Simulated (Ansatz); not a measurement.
# CO2 on LaIn3(111): molecular dynamics

The plan is to shoot the molecule at the surface and see whether it bounces, sticks or breaks. Runs: 180 steps of 1 fs at constant energy. The slab cell is 1×1, and the molecule starts well above it. It comes in with 1.5 eV at 20° from the normal, on a surface at rest.

Program: Ansatz 0.2.0. Level of theory: DFT LDA, plane waves, PAW, scalar-relativistic, no spin polarisation. These are calculated values, not measurements.

The cell holds 15 atoms (CIn9La3O2): a = 6.752 Å, b = 6.752 Å, c = 19.513 Å, α = 90.00°, β = 90.00°, γ = 60.00°.

Structure file:

```xyz
15
Lattice="6.7515 0.0000 0.0000 3.3758 5.8470 0.0000 0.0000 0.0000 19.5126" Properties=species:S:1:pos:R:3 pbc="T T T"
La    0.0000    0.0000    1.0000
In    3.3758    0.0000    1.0000
In    1.6879    2.9235    1.0000
In    5.0636    2.9235    1.0000
La    6.7515    3.8980    3.7563
In    3.3758    3.8980    3.7563
In    5.0636    0.9745    3.7563
In    1.6879    0.9745    3.7563
La    3.3758    1.9490    6.5126
In    6.7515    1.9490    6.5126
In    5.0636    4.8725    6.5126
In    8.4394    4.8725    6.5126
C     3.3757   -0.1204   12.7277
O     3.6938    1.0055   12.8277
O     3.0576   -1.2463   12.8277
```

The structure above is the start of the run; the results belong to its end.

| quantity | value |
| --- | --- |
| lowest height of the centre of mass | 1.96 Å over the top layer's first level, at 180.0 fs |
| shortest distance to a slab atom | 1.94 Å |
| length | 180 steps of 1 fs |
| temperature, first and last step | 1055 and 848 K |
| temperature, second half | mean 1171 K, from 793 to 1300 K |
| potential energy, second half | -11 meV/atom from the start |
| largest change of the total energy | 0.09 meV/atom |
| mean square displacement, second half | C 13.0, O 12.8, In 0.022, La 0.003 Å² |

**Reading.** The molecule's centre of mass comes down from 6.29 Å to 1.96 Å and is still falling when the run ends, so its fate is open. Its shortest distance to a slab atom is 1.94 Å. The total energy strays from its start by at most 0.09 meV/atom, under 0.1 % of the mean kinetic energy, so a step of 1 fs is short enough over this time. The printed temperature only measures the kinetic energy here. The run is too short to decide the outcome. 180 fs on 15 atoms is far too short and small for converged averages. The settings are cheap ones for dynamics (low accuracy level or one k-point).

**Question.** Which input and command would start the first run of this session?

A: The one that was run. It is one of several that fit.

180 steps of 1 fs at constant energy.

The input, input.yaml:

```yaml
accuracy: low
crystal:
  lattice:
    - [6.751527, 0.0, 0.0]
    - [3.375763, 5.846994, 0.0]
    - [0.0, 0.0, 19.512599]
  atoms:
    - { symbol: La, position: [0.0, 0.0, 0.0512489] }
    - { symbol: In, position: [0.5, 0.0, 0.0512489] }
    - { symbol: In, position: [0.0, 0.5, 0.0512489] }
    - { symbol: In, position: [0.5, 0.5, 0.0512489] }
    - { symbol: La, position: [0.6666667, 0.6666667, 0.1925064] }
    - { symbol: In, position: [0.1666667, 0.6666667, 0.1925064] }
    - { symbol: In, position: [0.6666667, 0.1666667, 0.1925064] }
    - { symbol: In, position: [0.1666667, 0.1666667, 0.1925064] }
    - { symbol: La, position: [0.3333333, 0.3333333, 0.3337638] }
    - { symbol: In, position: [0.8333333, 0.3333333, 0.3337638] }
    - { symbol: In, position: [0.3333333, 0.8333333, 0.3337638] }
    - { symbol: In, position: [0.8333333, 0.8333333, 0.3337638] }
    - { symbol: C, position: [0.510284, -0.0205905, 0.6522826] }
    - { symbol: O, position: [0.4611129, 0.1719757, 0.6574075] }
    - { symbol: O, position: [0.5594551, -0.2131568, 0.6574075] }
basis:
  ecutwfc: 420.0
kpoints:
  mp_grid: { grid: [2, 2, 1] }
hamiltonian:
  xc: lda
scf:
  occupations: { method: fermi_dirac, width: 0.15 }
  lower_state_search: "off"
md:
  timestep: 1
  n_steps: 180
  ensemble: nve
  initial_velocities: zero
  seed: 213881
  initial_site_velocities:
    - { site: 12, velocity: [0.008771, 0.0, -0.024099] }
    - { site: 13, velocity: [0.008771, 0.0, -0.024099] }
    - { site: 14, velocity: [0.008771, 0.0, -0.024099] }
  constraints: [{ sites: [0, 1, 2, 3] }]
```

Run with:

```console
ansatz run input.yaml --threads 2 --pin off --max-ram 5120MiB --backend cpu --events-out ev --progress --plain --runs-dir out
```
